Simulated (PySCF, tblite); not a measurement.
# C₃H₁₂GeSSi: geometry, infrared bands and NMR shifts

Wanted: the infrared bands and NMR shifts of C₃H₁₂GeSSi (`C[C@]([SiH3])([GeH3])CS`), by calculation.

Programs: tblite 0.8.0 and PySCF 2.14.0, with density-fitted response routines of our own. Each step states its level of theory. These are calculated values for one molecule in the gas phase, unless marked as measured. Atoms count from 0, in the outputs and in this text.

### Step 1. The starting structure

18 atoms, charge 0, multiplicity 1; geometry from: force field or distance geometry start.

Bonds of the start (Å): C0–C1 1.55, C1–Si2 1.87, C1–Ge3 1.96, C1–C4 1.55, C4–S5 1.83, C0–H6 1.11, C0–H7 1.11, C0–H8 1.11, Si2–H9 1.48, Si2–H10 1.48, Si2–H11 1.47, Ge3–H12 1.54, Ge3–H13 1.55, Ge3–H14 1.55, C4–H15 1.12, C4–H16 1.12, S5–H17 1.40.

### Step 2. Optimising the geometry with GFN2-xTB

Job settings and geometry (Å):

```
{"job": {"kind": "relax", "xc": "GFN2-xTB", "basis": "xTB"}, "charge": 0, "multiplicity": 1}
C      0.410100    -1.511000     0.590200
C     -0.064000    -0.106000     0.142800
Si    -1.841400     0.126700     0.684700
Ge    -0.020500     0.017300    -1.811100
C      0.797000     1.000300     0.804900
S      2.573500     0.876200     0.398700
H      0.400600    -1.587900     1.695600
H     -0.265700    -2.285000     0.181500
H      1.432400    -1.723000     0.224800
H     -2.695100    -0.909300     0.070900
H     -2.320400     1.453900     0.246000
H     -1.951600     0.029900     2.147000
H     -0.414400     1.446800    -2.227400
H      1.404200    -0.329400    -2.326600
H     -1.031000    -0.996200    -2.397900
H      0.697500     0.954600     1.915800
H      0.436300     2.004900     0.476500
H      2.443800     1.543400    -0.828100
```

Launch:

```bash
OMP_NUM_THREADS=1 python probes_run.py task.json out
```

One launch serves the whole session: the jobs run in the order shown.

**Question.** This job is followed by: GFN2-xTB harmonic vibrations, gas phase; GIAO PBE0/pcSseg-1 NMR shielding, non-relativistic, gas phase. What will the session give for the following? strongest single infrared mode (GFN2-xTB); zero-point energy (GFN2-xTB); ¹³C shifts against TMS (PBE0/pcSseg-1); ¹H shifts against TMS (PBE0/pcSseg-1, means over atoms taken as alike); ²⁹Si shifts against TMS (PBE0/pcSseg-1); ⁷³Ge shifts against GeMe4 (PBE0/pcSseg-1); ³³S shifts against CS2 (PBE0/pcSseg-1); surface potential, 1st and 99th percentile.

As calculated:

| quantity | value |
| --- | --- |
| strongest single infrared mode (GFN2-xTB) | 2052 cm⁻¹, 460 km/mol |
| zero-point energy (GFN2-xTB) | 79.4 kcal/mol |
| ¹³C shifts against TMS (PBE0/pcSseg-1) | 40.4, 20.7, 20.4 ppm |
| ¹H shifts against TMS (PBE0/pcSseg-1, means over atoms taken as alike) | 3.83, 3.61, 3.17, 2.28, 1.67, 1.51 ppm |
| ²⁹Si shifts against TMS (PBE0/pcSseg-1) | -57.4 ppm |
| ⁷³Ge shifts against GeMe4 (PBE0/pcSseg-1) | -221 ppm |
| ³³S shifts against CS2 (PBE0/pcSseg-1) | -94 ppm |
| surface potential, 1st and 99th percentile | -0.94 V and 1.12 V |

What this shows: Relaxing lowered the energy by 0.231 eV in 71 steps; the close pair that moved most is S5–H17, from 1.403 to 1.332 Å. No mode is imaginary among the 48: a minimum at this level. The strongest single mode, at 2052 cm⁻¹, moves mainly H14. GFN2-xTB is a fitted tight-binding method: band positions and strengths are rough. Its intensities can rank the bands wrongly. At PBE0/pcSseg-1: The largest span, 375 ppm, is at S5, where the paramagnetic term is -458 ppm. Spin-orbit coupling is left out, which matters for shieldings and couplings at and beside the heavy atoms.
